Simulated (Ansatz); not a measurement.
# Se2: the cost of one run

Program: Ansatz 0.2.0, Gaussian basis. Level of theory: def2-QZVPP, all electrons in the functionals, frozen cores in the correlation of double hybrids and RPA. These are calculated values, not measurements.

To be run: wB97M-V, B2PLYP, at charge 0, triplet; charge 0, singlet; charge 0, quintet; charge 1, doublet; charge 1, quartet.

10 further runs of the same task are left out: 10 set aside as unsound or not needed.

**1. The geometry**

The geometry is a PBE0/def2-TZVP stationary point (not a proven minimum). No spin-orbit coupling is included. The filled d shell of Se may be among the frozen orbitals whatever the setting's name suggests; the logs give the count.

2 atoms, charge 0, spin multiplicity 3.

Atoms are counted from 1 here; the program's logs count them from 0.

Bond lengths: Se1–Se2 2.163 Å.

No dispersion term is added; wB97M-V holds VV10 nonlocal correlation.

The geometry shown and the zero of energy belong to the point charge 0, triplet. The yardstick, RCCSD(T), and other wave-function levels (R restricted, U unrestricted, valence and pair active spaces) come from earlier runs.

**2. wB97M-V, charge 0, triplet**

in.yaml

```yaml
crystal:
  periodic: [false, false, false]
  atoms:
    - {symbol: Se, position_ang: [0.000000, 0.000000, 0.000000]}
    - {symbol: Se, position_ang: [0.000000, 0.000000, 2.163200]}
basis:
  gaussian: {orbitals: "def2-QZVPP.json"}
magnetization: {spin_polarized: true, initial_magnetization: 2}
hamiltonian: {xc: {name: wB97M-V}}
output: {orbitals: {seedname: orbitals}}
```

Command:

```bash
> ansatz run in.yaml --threads 1 --pin off --events-out ev --progress --plain --max-ram 2393MiB
```

**Question.** How long does this run take on 1 thread of AMD EPYC 9R45, shared host, and how much memory does it need?

About 11 s, with a peak of 0.7 GiB.
